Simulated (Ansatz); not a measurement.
# B5N: the cost of one run

Computed with Ansatz 0.2.0 (DFT PBE, scalar-relativistic, plane waves, PAW, unless a step's input says otherwise).

## Step 1: The system as given

Symmetry: I4/mmm, No. 139, tetragonal system. Conventional cell: a = 4.796 Å, b = 4.796 Å, c = 4.450 Å, α = 90.00°, β = 90.00°, γ = 90.00°. B (site symmetry m2m) is surrounded by 1 B at 1.54 Å and 1 N at 1.63 Å. B (site symmetry 4/mmm) has 2 N at 2.22 Å and 8 B at 2.52 Å in its first shell of neighbours. N (site symmetry 4/mmm) is surrounded by 4 B at 1.63 Å.

As a file:

```
CELL_PARAMETERS angstrom
-2.39776 2.39776 2.22486
2.39776 -2.39776 2.22486
2.39776 2.39776 -2.22486
ATOMIC_POSITIONS crystal
B 0.50000 0.16082 0.66082
B 0.50000 0.83918 0.33918
B 0.16082 0.50000 0.66082
B 0.83918 0.50000 0.33918
B 0.00000 0.00000 0.00000
N 0.50000 0.50000 0.00000
```

Recipe of the guess: random cell by space group and Wyckoff sites (I4/mmm, No. 139). The dimensions are guesses.

## Step 2: The guess as it stands, on a coarse mesh

The input, input.yaml:

```yaml
crystal:
  lattice:
    - [-2.39776121, 2.39776121, 2.22485562]
    - [2.39776121, -2.39776121, 2.22485562]
    - [2.39776121, 2.39776121, -2.22485562]
  atoms:
    - { symbol: B, position: [0.5, 0.16082109, 0.66082109] }
    - { symbol: B, position: [0.5, 0.83917891, 0.33917891] }
    - { symbol: B, position: [0.16082109, 0.5, 0.66082109] }
    - { symbol: B, position: [0.83917891, 0.5, 0.33917891] }
    - { symbol: B, position: [0.0, 0.0, 0.0] }
    - { symbol: "N", position: [0.5, 0.5, 0.0] }
basis:
  ecutwfc: 420
kpoints:
  mp_grid: { grid: [6, 6, 6] }
hamiltonian:
  xc: pbe
scf:
  occupations: { method: gaussian, width: 0.1 }
  lower_state_search: "off"
output:
  forces: true
  stress: true
  eigenvalues: true
```

On the command line:

```sh
$ ansatz run input.yaml --threads 1 --pin off --max-ram 2560MiB --backend cpu --events-out ev --progress --plain --runs-dir out
```

**Question.** How long does this run take on 1 thread of Arm Neoverse V1, shared host, and how much memory does it need?

About 1.6 s, with a peak of 0.3 GiB.
